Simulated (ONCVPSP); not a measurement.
# An ONCV potential for Pm, from input to tests

Do these settings give a usable potential? It is generated, then checked for transferability, scattering, ghosts and hardness.

Method: ONCVPSP 4.0.1, PBEsol, scalar-relativistic.

**1. Settings**

Typed settings, in words:

| Item | Value |
| --- | --- |
| element | promethium (Pm, Z = 61) |
| type | optimised norm-conserving Vanderbilt (ONCV) |
| frozen core | [Kr] 4d10 |
| valence charge | 15 |
| reference configuration | 4f5 5s2 5p6 6s1.5 6p0.5 |
| partial waves | 5s+6s: rc 2.70 bohr, ncon 4, nbas 8, qcut 5.1 1/bohr, 2 projectors; 5p+6p: rc 3.25 bohr, ncon 4, nbas 8, qcut 4.2 1/bohr, 2 projectors; d scattering state at 0.2 Ha: rc 2.95 bohr, ncon 3, nbas 6, qcut 2.7 1/bohr, 2 projectors, debl 3.4 Ha; 4f: rc 1.55 bohr, ncon 4, nbas 9, qcut 10.8 1/bohr, 1 projector |
| local potential | polynomial inside 1.45 bohr (lpopt 5, dvloc0 3 Ha) |
| core correction | Teter function, fcfact 4, rcfact 1.2 |

An earlier all-electron run gives the scale for the radii.

All-electron outer shells of the reference configuration (PBEsol, scalar-relativistic, ld1.x):

```
shell  level (eV)  outermost node (bohr)  outermost maximum (bohr)
   4d     -123.28                   0.29                      0.60
   5s      -42.56                   0.70                      1.29
   5p      -23.33                   0.75                      1.46
   6s       -3.92                   1.73                      3.68
   4f       -2.82                      –                      0.64
   5d       -2.30                   0.86                      2.17
   6p       -1.51                   2.09                      4.96
```

**2. Generating the potential**

Pm.dat reads:

```
# ATOM AND REFERENCE CONFIGURATION
# atsym  z   nc   nv     iexc    psfile
  Pm 61.00    9    5  -116133      upf
#
#   n    l    f
    1    0    2.00
    2    0    2.00
    2    1    6.00
    3    0    2.00
    3    1    6.00
    3    2   10.00
    4    0    2.00
    4    1    6.00
    4    2   10.00
    4    3    5.00
    5    0    2.00
    5    1    6.00
    6    0    1.50
    6    1    0.50
#
# PSEUDOPOTENTIAL AND OPTIMIZATION
# lmax
    3
#
#   l,   rc,      ep,       ncon, nbas, qcut
    0    2.70    0.00    4    8    5.10
    1    3.25    0.00    4    8    4.20
    2    2.95    0.20    3    6    2.70
    3    1.55    0.00    4    9   10.80
#
# LOCAL POTENTIAL
# lloc, lpopt,  rc(5),   dvloc0
    4    5    1.45    3.00
#
# VANDERBILT-KLEINMAN-BYLANDER PROJECTORs
# l, nproj, debl
    0    2    0.90
    1    2    3.00
    2    2    3.40
    3    1    1.60
#
# MODEL CORE CHARGE
# icmod, fcfact, rcfact
    3    4.00    1.20
#
# LOG DERIVATIVE ANALYSIS
# epsh1, epsh2, depsh
   -3.00    5.00    0.02
#
# OUTPUT GRID
# rlmax, drl
    6.00    0.01
#
# TEST CONFIGURATIONS
# ncnf
    4
# nvcnf
#   n    l    f
    5
    4    3    5.00
    5    0    2.00
    5    1    6.00
    6    0    2.00
    6    1    0.00
#
    5
    4    3    5.00
    5    0    2.00
    5    1    6.00
    6    0    1.00
    6    1    0.00
#
    5
    4    3    5.00
    5    0    2.00
    5    1    6.00
    6    0    0.00
    6    1    0.00
#
    5
    4    3    5.00
    5    0    2.00
    5    1    6.00
    6    0    1.00
    6    1    1.00
#
```

On the command line:

```bash
$ oncvpsp.x < Pm.dat > Pm.out
```

Before running it: what results should come out? Wanted: cutoffs for 1 and 0.1 mHa per electron, occupied waves; bound ghosts; GHOST(+) flags; largest phase difference near zero energy, channels read; rms error of d²Exc/dn², without and with the model core; projector energies reset by the program.

The runs gave:

| quantity | value |
| --- | --- |
| cutoffs for 1 and 0.1 mHa per electron, occupied waves | 51 Ha and 56 Ha |
| bound ghosts | d at -81.41 eV |
| GHOST(+) flags | s at 74 eV, d at 169 eV |
| largest phase difference near zero energy, channels read | 0.577 rad |
| rms error of d²Exc/dn², without and with the model core | 6.54 and 3.71 mHa |
| projector energies reset by the program | d: -0.085, 3.315 Ha |

In words: A bound ghost (d) makes it unfit for use: electrons can fall into a state that the atom doesn't have. The potential is hard: the looser tolerance needs 51 Ha. At the looser tolerance the 4f wave is the slowest; 5s needs 7 Ha. Near zero energy the largest phase difference among the channels read is 0.58 rad, in the d channel. The program also flags highly localised states, GHOST(+) (s, d). All of this concerns the isolated atom, not yet a solid.
